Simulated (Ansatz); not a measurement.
# Si23H4O48: the cost of one run

Method: DFT r2SCAN, scalar-relativistic, plane waves, PAW, in Ansatz 0.2.0.

## (1) The starting structure

Symmetry: P1, No. 1, triclinic system. The conventional cell has a = 9.832 Å, b = 9.832 Å, c = 10.818 Å, α = 90.00°, β = 90.00°, γ = 120.00°. Around Si (site symmetry 1) lie 4 O at 1.62 to 1.63 Å. O (site symmetry 1) has 2 Si at 1.63 Å as nearest neighbours. Around O (site symmetry 1) lie 2 Si at 1.62 to 1.63 Å. Only part of the 75 independent sites is listed.

Structure file:

```
CELL_PARAMETERS angstrom
9.83160 0.00000 0.00000
-4.91580 8.51441 0.00000
0.00000 0.00000 10.81820
ATOMIC_POSITIONS crystal
Si 0.26684 0.00098 0.16347
Si 0.00285 0.27037 0.33570
Si 0.23061 0.23541 0.00010
O 0.06877 0.20662 0.44624
O 0.29612 0.36583 0.10991
O 0.14021 0.43474 0.27866
O 0.20246 0.06990 0.05539
O 0.36238 0.29444 0.39136
O 0.43070 0.13842 0.22135
Si 0.26535 0.99775 0.66365
Si 0.99321 0.26636 0.83503
Si 0.23231 0.22851 0.50175
O 0.06543 0.20987 0.94571
O 0.30388 0.35177 0.61665
O 0.13567 0.42902 0.77808
O 0.19971 0.05743 0.54993
O 0.35846 0.29582 0.88797
O 0.42848 0.13645 0.72173
Si 0.26828 0.50274 0.16721
Si 0.99978 0.76761 0.33315
Si 0.23386 0.73303 0.99665
O 0.06790 0.70632 0.44383
O 0.29912 0.86841 0.10315
O 0.13683 0.93004 0.27352
O 0.20408 0.56985 0.05801
O 0.36398 0.79940 0.38658
O 0.43429 0.64068 0.22152
Si 0.99892 0.76669 0.83271
Si 0.23443 0.73561 0.49762
O 0.06775 0.70498 0.94236
O 0.29936 0.86433 0.60902
O 0.13503 0.93004 0.77389
O 0.20585 0.56995 0.55544
O 0.35939 0.78706 0.88338
O 0.45745 0.64843 0.71430
Si 0.76924 0.00430 0.16724
Si 0.49845 0.26709 0.33264
Si 0.72664 0.23202 0.00030
O 0.56833 0.20467 0.44119
O 0.79072 0.36288 0.10970
O 0.63447 0.43318 0.27686
O 0.70322 0.06912 0.05732
O 0.86583 0.29920 0.39139
O 0.93374 0.14158 0.22412
Si 0.76572 0.00123 0.66690
Si 0.49457 0.26577 0.83203
Si 0.73277 0.23381 0.49924
O 0.56175 0.20462 0.94369
O 0.79140 0.36227 0.61097
O 0.63035 0.43231 0.77517
O 0.70537 0.06909 0.55548
O 0.85400 0.29271 0.88822
O 0.93076 0.13663 0.72449
Si 0.76517 0.50083 0.16730
Si 0.50119 0.77037 0.33205
Si 0.73508 0.73690 0.00121
O 0.56846 0.70787 0.44230
O 0.79902 0.86851 0.11014
O 0.63944 0.93563 0.27729
O 0.70548 0.57144 0.05743
O 0.86379 0.79712 0.38999
O 0.93059 0.63562 0.22438
Si 0.76319 0.49956 0.66634
Si 0.50465 0.76921 0.83163
Si 0.73275 0.73549 0.49969
O 0.56975 0.70901 0.94538
O 0.79447 0.86456 0.61073
O 0.63681 0.93933 0.77827
O 0.70413 0.56993 0.55610
O 0.86338 0.79661 0.88968
O 0.92852 0.63351 0.72462
H 0.45230 0.54777 0.72534
H 0.22975 0.35611 0.67555
H 0.28229 0.58179 0.58713
H 0.11633 0.47967 0.70696
```

The structure rests on an entry of the Crystallography Open Database; cell or positions may have been set otherwise for this series.

## (2) Single point: Si23H4O48 defect cell, no spin

input.yaml reads:

```yaml
crystal:
  lattice:
    - [9.8316, 0.0, 0.0]
    - [-4.9158, 8.514415, 0.0]
    - [0.0, 0.0, 10.8182]
  atoms:
    - { symbol: Si, position: [0.266843, 0.00097674, 0.16347] }
    - { symbol: Si, position: [0.0028516, 0.270368, 0.335705] }
    - { symbol: Si, position: [0.230605, 0.235408, 0.00010073] }
    - { symbol: O, position: [0.068765, 0.206621, 0.44624] }
    - { symbol: O, position: [0.296124, 0.365827, 0.109908] }
    - { symbol: O, position: [0.140206, 0.434745, 0.278663] }
    - { symbol: O, position: [0.20246, 0.069896, 0.055395] }
    - { symbol: O, position: [0.362378, 0.294436, 0.391361] }
    - { symbol: O, position: [0.430699, 0.138418, 0.221353] }
    - { symbol: Si, position: [0.265348, 0.9977494, 0.66365] }
    - { symbol: Si, position: [0.9932126, 0.266356, 0.83503] }
    - { symbol: Si, position: [0.232311, 0.228511, 0.501752] }
    - { symbol: O, position: [0.065432, 0.209873, 0.945715] }
    - { symbol: O, position: [0.303882, 0.351771, 0.616648] }
    - { symbol: O, position: [0.13567, 0.429017, 0.77808] }
    - { symbol: O, position: [0.199712, 0.057432, 0.54993] }
    - { symbol: O, position: [0.358455, 0.295822, 0.887965] }
    - { symbol: O, position: [0.428484, 0.136452, 0.721728] }
    - { symbol: Si, position: [0.268282, 0.502739, 0.167211] }
    - { symbol: Si, position: [0.99978038, 0.767614, 0.333148] }
    - { symbol: Si, position: [0.233864, 0.733029, 0.9966533] }
    - { symbol: O, position: [0.067901, 0.706322, 0.443832] }
    - { symbol: O, position: [0.299116, 0.868409, 0.10315] }
    - { symbol: O, position: [0.136833, 0.930038, 0.273522] }
    - { symbol: O, position: [0.204078, 0.569852, 0.058014] }
    - { symbol: O, position: [0.363978, 0.799398, 0.38658] }
    - { symbol: O, position: [0.434295, 0.640684, 0.221519] }
    - { symbol: Si, position: [0.9989205, 0.766693, 0.832714] }
    - { symbol: Si, position: [0.234429, 0.735614, 0.497622] }
    - { symbol: O, position: [0.067746, 0.704981, 0.942361] }
    - { symbol: O, position: [0.299362, 0.864331, 0.609024] }
    - { symbol: O, position: [0.135035, 0.930038, 0.773895] }
    - { symbol: O, position: [0.205853, 0.56995, 0.555435] }
    - { symbol: O, position: [0.359388, 0.787059, 0.883378] }
    - { symbol: O, position: [0.457452, 0.648434, 0.714304] }
    - { symbol: Si, position: [0.769241, 0.0042952, 0.167239] }
    - { symbol: Si, position: [0.498452, 0.267089, 0.332638] }
    - { symbol: Si, position: [0.726642, 0.232024, 0.0002954] }
    - { symbol: O, position: [0.568334, 0.204666, 0.441189] }
    - { symbol: O, position: [0.790721, 0.362883, 0.109704] }
    - { symbol: O, position: [0.634473, 0.433181, 0.276856] }
    - { symbol: O, position: [0.70322, 0.069122, 0.057317] }
    - { symbol: O, position: [0.865829, 0.299199, 0.391395] }
    - { symbol: O, position: [0.933744, 0.141576, 0.22412] }
    - { symbol: Si, position: [0.765718, 0.0012322, 0.6669] }
    - { symbol: Si, position: [0.494575, 0.265766, 0.832027] }
    - { symbol: Si, position: [0.732773, 0.233808, 0.499237] }
    - { symbol: O, position: [0.561748, 0.204616, 0.943686] }
    - { symbol: O, position: [0.791402, 0.362269, 0.610967] }
    - { symbol: O, position: [0.630351, 0.432309, 0.775171] }
    - { symbol: O, position: [0.705366, 0.069091, 0.555479] }
    - { symbol: O, position: [0.853998, 0.29271, 0.888217] }
    - { symbol: O, position: [0.930764, 0.136627, 0.724491] }
    - { symbol: Si, position: [0.765174, 0.500834, 0.167298] }
    - { symbol: Si, position: [0.501188, 0.770367, 0.332053] }
    - { symbol: Si, position: [0.735083, 0.736902, 0.0012113] }
    - { symbol: O, position: [0.568465, 0.707867, 0.442299] }
    - { symbol: O, position: [0.79902, 0.868506, 0.110139] }
    - { symbol: O, position: [0.639442, 0.93563, 0.277285] }
    - { symbol: O, position: [0.70548, 0.571443, 0.057434] }
    - { symbol: O, position: [0.863787, 0.797116, 0.389989] }
    - { symbol: O, position: [0.930587, 0.635619, 0.22438] }
    - { symbol: Si, position: [0.763194, 0.499559, 0.666338] }
    - { symbol: Si, position: [0.504648, 0.76921, 0.831628] }
    - { symbol: Si, position: [0.732749, 0.735492, 0.499688] }
    - { symbol: O, position: [0.569754, 0.709008, 0.945383] }
    - { symbol: O, position: [0.794469, 0.864558, 0.610728] }
    - { symbol: O, position: [0.636808, 0.939326, 0.778268] }
    - { symbol: O, position: [0.704132, 0.569933, 0.556105] }
    - { symbol: O, position: [0.863381, 0.79661, 0.889681] }
    - { symbol: O, position: [0.928516, 0.633508, 0.724622] }
    - { symbol: H, position: [0.452299, 0.547766, 0.72534] }
    - { symbol: H, position: [0.229745, 0.356111, 0.675554] }
    - { symbol: H, position: [0.28228993, 0.58179025, 0.58713175] }
    - { symbol: H, position: [0.116332, 0.479666, 0.706956] }
scf:
  occupations: { method: gaussian, width: 0.02 }
output:
  stress: false
  eigenvalues: true
kpoints:
  mp_grid: { grid: [1, 1, 1] }
hamiltonian:
  xc: r2scan
```

The run is started by

```bash
$ ansatz run input.yaml --threads 4 --pin off --max-ram 16384MiB --backend cpu --events-out ev --progress --plain --runs-dir out
```

Q: Estimate wall time and peak memory on 4 threads of Intel Xeon Platinum 8488C (Sapphire Rapids), shared host.

About 15 s, with a peak of 2.3 GiB.
